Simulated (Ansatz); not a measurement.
# CHBGa (sextet): the correlation ladder, cc-pVDZ

The task here is to estimate one member of a computed series from the others.

Computed with Ansatz 0.2.0, Gaussian basis. Level: cc-pVDZ, core rule «outside noble gas», up to 16 orbitals frozen.

Plan: UHF; CCSD(T) on ROHF; CCSD(T) on UHF; BCCD(T) on ROHF; CISD; CCSDT(Q) on ROHF; CCSDT(Q) on UHF; CASSCF and NEVPT2, 11 electrons in 11 orbitals.

25 further runs of the same task are left out: 2 for a known fault of the program, 13 that didn't finish, 10 set aside as unsound or not needed.

### The system

The geometry is a PBE0/def2-TZVP stationary point (not a proven minimum) of the parent state, kept for this charge and spin. No spin-orbit coupling is included. The filled d shell of Ga may be among the frozen orbitals whatever the setting's name suggests; the logs give the count.

4 atoms, charge 0, spin multiplicity 6.

Atoms are counted from 1 here; the program's logs count them from 0.

Bond lengths: B1–C2 1.411 Å, B1–Ga3 2.288 Å, C2–Ga3 1.922 Å, C2–H4 1.081 Å. Angles: C2–B1–Ga3 56.9°, B1–C2–Ga3 85.2°, B1–C2–H4 145.5°, Ga3–C2–H4 129.3°, B1–Ga3–C2 37.9°.

Set-up of the first run:

File in.yaml:

```yaml
crystal:
  periodic: [false, false, false]
  atoms:
    - {symbol: B, position_ang: [0.000000, -0.842273, 1.613915]}
    - {symbol: C, position_ang: [0.000000, 0.542660, 1.341522]}
    - {symbol: Ga, position_ang: [0.000000, 0.014935, -0.506930]}
    - {symbol: H, position_ang: [0.000000, 1.534624, 1.769961]}
basis:
  gaussian: {orbitals: cc-pVDZ}
magnetization: {spin_polarized: true, initial_magnetization: 5}
hamiltonian: {xc: hf}
output: {orbitals: {seedname: orbitals}}
```

On the command line:

```sh
$ ansatz run in.yaml --threads 1 --pin off --events-out ev --progress --plain --max-ram 2393MiB
```

Steps of the session up to this table: UHF; CCSD(T) on ROHF; CCSD(T) on UHF; BCCD(T) on ROHF; CISD; CCSDT(Q) on ROHF; CCSDT(Q) on UHF; CASSCF and NEVPT2, 11 electrons in 11 orbitals.

One of the session's tables, all rows but one given; the rest of the session is left out.

```
         method  from RCCSDT(Q) (kJ/mol)
           ROHF                        ?
            UHF                   +553.3
           RMP2                    +96.0
           UMP2                    +96.1
          RCCSD                    +24.8
          UCCSD                    +22.3
       RCCSD(T)                     +4.6
       UCCSD(T)                     +2.5
        BCCD(T)                     +4.7
         RCCSDT                     +1.4
         UCCSDT                     -0.7
      RCCSDT(Q)                        0
      UCCSDT(Q)                     -2.2
CASSCF frontier                   +417.5
NEVPT2 frontier                   +106.9
```

Estimate the missing values for ROHF.

As computed: from RCCSDT(Q) (kJ/mol): +566.1. In the column «from RCCSDT(Q) (kJ/mol)» it is the highest.

Not comparable, so not listed: CISD (they don't share determinant, frozen orbitals or solution with the rows shown, or repeat one).

To keep in mind: Restricted and unrestricted rows rest on different reference determinants; where their highest levels disagree by more than a few hundredths of an eV, they describe different states and don't form one ladder.
